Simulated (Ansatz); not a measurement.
# ClH₄OSi₂ radical: how energies converge with the basis set

The task here is to estimate one member of a computed series from the others.

Program: Ansatz 0.2.0, Gaussian basis. Level of theory: one geometry, several basis sets. These are calculated values, not measurements.

The runs, in order: PBE0-D4/def2-SVP; ωB97M-V/def2-SVP; PBE0-D4/def2-QZVPP; ωB97M-V/def2-QZVPP; the functionals' def2-TZVPP values are taken from earlier runs.

### Structure used throughout

All runs share one geometry, relaxed beforehand with PBE0-D4 in a triple-zeta def2 set.

SMILES `O[Si]([SiH3])Cl`, 8 atoms, charge 0, spin multiplicity 2.

Atoms are counted from 1 here; the program's logs count them from 0.

Bond lengths: O1–Si2 1.646 Å, O1–H5 0.960 Å, Si2–Si3 2.353 Å, Si2–Cl4 2.079 Å, Si3–H6 1.486 Å, Si3–H7 1.488 Å, Si3–H8 1.485 Å. Angles: Si2–O1–H5 118.3°, O1–Si2–Si3 107.7°, O1–Si2–Cl4 109.1°, Si3–Si2–Cl4 109.3°, Si2–Si3–H6 108.5°, Si2–Si3–H7 111.9°, Si2–Si3–H8 107.2°, H6–Si3–H7 109.8°, H6–Si3–H8 109.5°, H7–Si3–H8 109.9°.

Set-up of the first run:

in.yaml

```yaml
crystal:
  periodic: [false, false, false]
  atoms:
    - {symbol: O, position_ang: [-0.248436, 0.296907, -1.978513]}
    - {symbol: Si, position_ang: [-0.430888, -0.734942, -0.709379]}
    - {symbol: Si, position_ang: [-0.075238, 0.491466, 1.266605]}
    - {symbol: Cl, position_ang: [0.993682, -2.242208, -0.847539]}
    - {symbol: H, position_ang: [-0.083400, -0.074855, -2.848130]}
    - {symbol: H, position_ang: [-1.107766, 1.556440, 1.353834]}
    - {symbol: H, position_ang: [1.281567, 1.100513, 1.303964]}
    - {symbol: H, position_ang: [-0.237420, -0.450423, 2.403457]}
basis:
  gaussian: {orbitals: def2-SVP}
magnetization: {spin_polarized: true, initial_magnetization: 1}
hamiltonian: {xc: pbe0, dispersion: d4}
output: {orbitals: {seedname: orbitals}}
```

Started as:

```
$ ansatz run in.yaml --threads 4 --pin off --events-out ev --progress --plain --max-ram 10444MiB
```

Among the steps run: PBE0-D4 in def2-SVP; ωB97M-V in def2-SVP; PBE0-D4 in def2-QZVPP; ωB97M-V in def2-QZVPP.

One table of the session follows, with a row left open; its other results are not shown here.

It belongs to the step «Functionals by basis». 

```
functional       basis  HOMO (eV)  LUMO (eV)
   PBE0-D4    def2-SVP          ?          ?
   PBE0-D4  def2-TZVPP      -5.90      -2.51
   PBE0-D4  def2-QZVPP      -5.94      -2.57
   ωB97M-V    def2-SVP      -7.45      -0.77
   ωB97M-V  def2-TZVPP      -7.60      -0.90
   ωB97M-V  def2-QZVPP      -7.65      -1.00
```

**Question.** Estimate the row for PBE0-D4, def2-SVP.

As computed: HOMO (eV): -5.78; LUMO (eV): -2.46. In the column «HOMO (eV)» it is the highest.
